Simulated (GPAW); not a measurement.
HfO2:

```xyz
3
Lattice="0.0000 2.5575 2.5575 2.5575 0.0000 2.5575 2.5575 2.5575 0.0000" Properties=species:S:1:pos:R:3 pbc="T T T"
Hf    0.0000    0.0000    0.0000
O     3.8363    3.8363    3.8363
O     1.2788    1.2788    1.2788
```

Measurements of this composition are mostly on another form, of space group No. 14.

Base run:

```yaml
Program: GPAW 26.7.0
Functional: PBEsol
Potentials_or_basis: PAW data sets generated in the run's folder for this functional
Cutoff: 800 eV
Basis: pw
k_mesh: 9 × 9 × 9
Occupations: fermi-dirac, width 0.05 eV
Spin: no spin polarisation
Hubbard_terms: Hf d U = 1 eV
```

Its results: band gap on the k mesh 3.90 eV, indirect (least direct gap 4.02 eV); pressure -7.7 GPa.

**Question.** The run is repeated on the same cell with these changes: hubbard terms from Hf d U = 1 eV to Hf d U = 8 eV. What comes out?

**Answer.** Band gap on the k mesh 4.98 eV, indirect (least direct gap 5.24 eV); pressure 13.1 GPa.

Caveats: spin-orbit coupling is left out, which moves the levels of the heavy elements; the mesh misses the band edges, which the band path finds closer together (some runs).

Not every run made on this cell is shown here.
